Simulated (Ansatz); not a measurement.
# C2HClFIn (SMILES C#[C][In]([F])[Cl]) at PBE-QIDH/def2-SVP (core potential)

Aim: the vertical singlet–triplet gap of C2HClFIn at PBE-QIDH/def2-SVP (core potential), from 2 runs. 

The results are computed with Ansatz 0.2.0.

112 further runs of the same task are left out: 112 set aside as unsound or not needed. Runs told in other sessions of the task aren't counted.

**1. The molecule**

C2HClFIn: 6 atoms, total charge 0, spin state singlet. SMILES: `C#[C][In]([F])[Cl]`. The coordinates come from a PBE0-D4/def2-TZVP relaxation.

Bond lengths: C1–C2 1.206 Å, C2–In3 2.048 Å, In3–F4 1.933 Å, In3–Cl5 2.293 Å, C1–H6 1.067 Å. Angles: C1–C2–In3 179.4°, C2–In3–F4 120.7°, C2–In3–Cl5 127.6°, F4–In3–Cl5 111.7°, C2–C1–H6 179.8°.

**2. A single-point energy at PBE-QIDH/def2-SVP (core potential)**

File molecule.yaml:

```yaml
crystal:
  periodic: [false, false, false]
  atoms:
    - {symbol: C, position_ang: [1.088300, 0.340300, 1.700800]}
    - {symbol: C, position_ang: [0.438900, 0.120100, 0.708700]}
    - {symbol: In, position_ang: [-0.655800, -0.235700, -0.984700]}
    - {symbol: F, position_ang: [-1.773600, -1.806600, -1.123700]}
    - {symbol: Cl, position_ang: [-0.759200, 1.049500, -2.880900]}
    - {symbol: H, position_ang: [1.661500, 0.532400, 2.579900]}
basis:
  gaussian:
    orbitals: def2-SVP
hamiltonian:
  xc: {name: PBE-QIDH}
correlation:
  frozen_orbitals: {C: 1, Cl: 5, F: 1, H: 0, In: 4}
accuracy: high
output: {orbitals: {seedname: orbitals}}
```

On the command line:

```
$ ansatz run molecule.yaml --threads 1 --pin off --max-ram 2610MiB --events-out events.jsonl --progress --plain --runs-dir runs
```

The log of the run:

```text
Warning: RAYON_NUM_THREADS=1 ignored (pool sized by the plan → 1); use --threads N
Functional definition: PBE-QIDH
  name "PBE-QIDH"
  parameter a = 3^(-1/3)
  parameter c = 1/3
  exchange = (1 - a)*pbe_x + a*exact_x
  correlation = (1 - c)*pbe_c + c*(mp2_os + mp2_ss)
1941 factors; integrals over basis functions are off by at most 2.1e-8 eV
mean field evaluation 1: about -22463.7700 eV, gradient 4.2e1 eV
mean field evaluation 2: about -22463.8790 eV, gradient 4.2e1 eV
mean field evaluation 4: about -22467.7014 eV, gradient 4.2e0 eV
mean field evaluation 8: about -22467.7542 eV, gradient 5.4e-1 eV
mean field evaluation 16: about -22467.7550 eV, gradient 4.6e-4 eV
mean field -22467.75502757 eV, -825.6747680720 hartree, gradient 1.9e-8 eV, S^2 0.000000; 0 other end points of the search recorded, 0 dependent functions left out
12 core orbitals not correlated: weight in the atoms' cores, before any rotation towards them, 1.000 or more for the frozen orbitals, at most 0.000 for the correlated occupied ones
reference -22467.75502895 eV, -825.6747681227 hartree; 18, 18 occupied and 61, 61 virtual orbitals, 1941 factors
second order -19.99548345 eV of doubles, -0.00000000 eV of singles
Total energy: -22474.42019010 eV, -825.9197082772 hartree
```

Wall time 4.8 s (1 thread of AMD EPYC 9R45 (Zen 5), shared host); peak memory 0.34 GiB.

**3. The triplet at the same level**

File in.yaml:

```yaml
crystal:
  periodic: [false, false, false]
  atoms:
    - {symbol: C, position_ang: [1.088300, 0.340300, 1.700800]}
    - {symbol: C, position_ang: [0.438900, 0.120100, 0.708700]}
    - {symbol: In, position_ang: [-0.655800, -0.235700, -0.984700]}
    - {symbol: F, position_ang: [-1.773600, -1.806600, -1.123700]}
    - {symbol: Cl, position_ang: [-0.759200, 1.049500, -2.880900]}
    - {symbol: H, position_ang: [1.661500, 0.532400, 2.579900]}
basis:
  gaussian: {orbitals: def2-SVP}
magnetization: {spin_polarized: true, initial_magnetization: 2}
hamiltonian: {xc: {name: PBE-QIDH}}
correlation: {frozen_orbitals: {C: 1, Cl: 5, F: 1, H: 0, In: 4}}
accuracy: high
output: {orbitals: {seedname: orbitals}}
```

On the command line:

```
$ ansatz run in.yaml --threads 1 --pin off --max-ram 2610MiB --events-out events.jsonl --progress --plain --runs-dir runs
```

The log of the run, cut to the lines that bear on the results:

```text
Warning: RAYON_NUM_THREADS=1 ignored (pool sized by the plan → 1); use --threads N
[... 2 set-up lines as earlier in the session ...]
[...]
1941 factors; integrals over basis functions are off by at most 2.1e-8 eV
[...]
mean field -22463.13550316 eV, -825.5050036809 hartree, gradient 2.5e-8 eV, S^2 2.009134; 10 other end points of the search recorded, 0 dependent functions left out
12 core orbitals not correlated: weight in the atoms' cores, before any rotation towards them, 1.000 or more for the frozen orbitals, at most 0.000 for the correlated occupied ones
reference -22463.13550455 eV, -825.5050037319 hartree; 19, 17 occupied and 60, 62 virtual orbitals, 1941 factors
second order -18.35188755 eV of doubles, -0.00000000 eV of singles
Total energy: -22469.25280040 eV, -825.7298102080 hartree
```

It took 29 s on 1 thread of AMD EPYC 9R45 (Zen 5), shared host; peak memory 0.72 GiB.

**4. What came out**

At PBE-QIDH/def2-SVP (core potential), 12 core orbitals frozen:

```
                                                         quantity          value
                                            singlet: total energy  -825.91971 Eh
                       singlet: HOMO energy (SCF part's orbitals)      -10.86 eV
                       singlet: LUMO energy (SCF part's orbitals)       -0.36 eV
                     singlet: HOMO–LUMO gap (SCF part's orbitals)       10.49 eV
                                            triplet: total energy  -825.72981 Eh
triplet: HOMO energy (SCF part's orbitals) (highest over α and β)       -5.96 eV
 triplet: LUMO energy (SCF part's orbitals) (lowest over α and β)       -3.36 eV
                                                    triplet: ⟨S²⟩          2.009
                 vertical energy of the triplet above the singlet       5.167 eV
```

What this shows: At this shape the triplet lies 5.17 eV (119 kcal/mol) above the singlet.
